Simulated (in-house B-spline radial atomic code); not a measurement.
**Si⁺ in a hard spherical wall**

Wanted: the cost of confining Si⁺, radius by radius. More than one configuration is followed.

Program: in-house B-spline radial atomic code version 1. Level of theory: non-relativistic Hartree-Fock, average of configuration, point nucleus, basis-set limit. These are calculated values, not measurements, unless marked.

**1. The atom as given**

| Quantity | Value |
| --- | --- |
| element | silicon (Z = 14) |
| charge | +1 |
| electrons | 13 |
| configuration | [Ne] 3s2 3p1 |
| Hamiltonian | non-relativistic |
| nucleus | point |

Outer shells as boxes (Hund's rule):

[Ne] 3s2 3p1
```
[Ne] core
3s [↑↓]
3p [↑ ][  ][  ]
```

The boxes draw the filling by Hund's rule, which heavy ions in jj coupling don't follow; these runs average over all states of the configuration.

Input settings:

```ini
Z = 14
electrons = 13.0
configuration = [Ne] 3s2 3p1
hamiltonian = nr
method = hf
spin_polarised = False
```

The reference is known from an earlier run: -288.573131 hartree in all. Up to eight levels, counted from the top:

```tsv
orbital	occupation	energy (eV)	<r> (bohr)
1s	2	-1882.33	0.1114
2s	2	-177.21	0.5625
2p	6	-125.43	0.5353
3s	2	-22.815	2.092
3p	1	-15.942	2.470
```

**2. Wall at 5.46 bohr, configuration [Ne] 3s2 3p1**

Input settings:

```ini
Z = 14
electrons = 13.0
configuration = [Ne] 3s2 3p1
hamiltonian = nr
method = hf
spin_polarised = False
wall_radius = 5.46
```

**3. Wall at 2.9 bohr, configuration [Ne] 3s2 3p1**

Changes to the settings of step 2:

```diff
@@ -6,2 +6,2 @@
 spin_polarised = False
-wall_radius = 5.46
+wall_radius = 2.9
```

**4. Wall at 1.9 bohr, configuration [Ne] 3s2 3p1**

Changes to the settings of step 3:

```diff
@@ -6,2 +6,2 @@
 spin_polarised = False
-wall_radius = 2.9
+wall_radius = 1.9
```

**5. Wall at 5.46 bohr, configuration [He] 2s2 2p5 3s2 3p1 3d1**

Input settings:

```ini
Z = 14
electrons = 13.0
configuration = [He] 2s2 2p5 3s2 3p1 3d1
hamiltonian = nr
method = hf
spin_polarised = False
wall_radius = 5.46
```

**6. Wall at 2.9 bohr, configuration [He] 2s2 2p5 3s2 3p1 3d1**

Changes to the settings of step 5:

```diff
@@ -6,2 +6,2 @@
 spin_polarised = False
-wall_radius = 5.46
+wall_radius = 2.9
```

**7. Wall at 1.9 bohr, configuration [He] 2s2 2p5 3s2 3p1 3d1**

Changes to the settings of step 6:

```diff
@@ -6,2 +6,2 @@
 spin_polarised = False
-wall_radius = 2.9
+wall_radius = 1.9
```

**8. Wall at 5.46 bohr, configuration [Ne] 3s1 3p1 3d1**

Input settings:

```ini
Z = 14
electrons = 13.0
configuration = [Ne] 3s1 3p1 3d1
hamiltonian = nr
method = hf
spin_polarised = False
wall_radius = 5.46
```

**9. Wall at 2.9 bohr, configuration [Ne] 3s1 3p1 3d1**

Changes to the settings of step 8:

```diff
@@ -6,2 +6,2 @@
 spin_polarised = False
-wall_radius = 5.46
+wall_radius = 2.9
```

**10. Wall at 1.9 bohr, configuration [Ne] 3s1 3p1 3d1**

Changes to the settings of step 9:

```diff
@@ -6,2 +6,2 @@
 spin_polarised = False
-wall_radius = 2.9
+wall_radius = 1.9
```

**Question.** What do the energy and the highest level do as the wall closes in, and which configuration is lower at each radius?

As calculated:

| configuration | radius (bohr) | energy above the free system (eV) | pressure (GPa) | highest level (eV) |
| --- | --- | --- | --- | --- |
| [Ne] 3s2 3p1 | 5.46 | 0.434 | 2.04 | -15.561 (3p) |
| [Ne] 3s2 3p1 | 2.9 | 26.747 | 455 | -2.002 (3p) |
| [Ne] 3s2 3p1 | 1.9 | 162.27 | 7842 | 49.663 (3p) |
| [He] 2s2 2p5 3s2 3p1 3d1 | 5.46 | 113.11 | 4.14 | -6.336 (3d) |
| [He] 2s2 2p5 3s2 3p1 3d1 | 2.9 | 146.36 | 550 | 10.006 (3d) |
| [He] 2s2 2p5 3s2 3p1 3d1 | 1.9 | 305.69 | 9053 | 53.781 (3d) |
| [Ne] 3s1 3p1 3d1 | 5.46 | 17.386 | 5.55 | -5.254 (3d) |
| [Ne] 3s1 3p1 3d1 | 2.9 | 51.019 | 496 | 13.145 (3d) |
| [Ne] 3s1 3p1 3d1 | 1.9 | 181.35 | 7108 | 57.605 (3d) |

**Reading.** For [Ne] 3s2 3p1 the energy above the free reference is 0.434 eV at 5.46 bohr and 162.27 eV at 1.9 bohr, where the electrons press on it with 7842 GPa. Its highest level passes zero between 2.9 and 1.9 bohr; in smaller spheres the level is positive, pushed up by confinement, and the wall keeps the electron in. Of [Ne] 3s2 3p1 and [He] 2s2 2p5 3s2 3p1 3d1, the first stays lower at every radius that both share. At 1.9 bohr the lowest of all 3 is [Ne] 3s2 3p1. A hard wall is a crude model of an atom's surroundings.
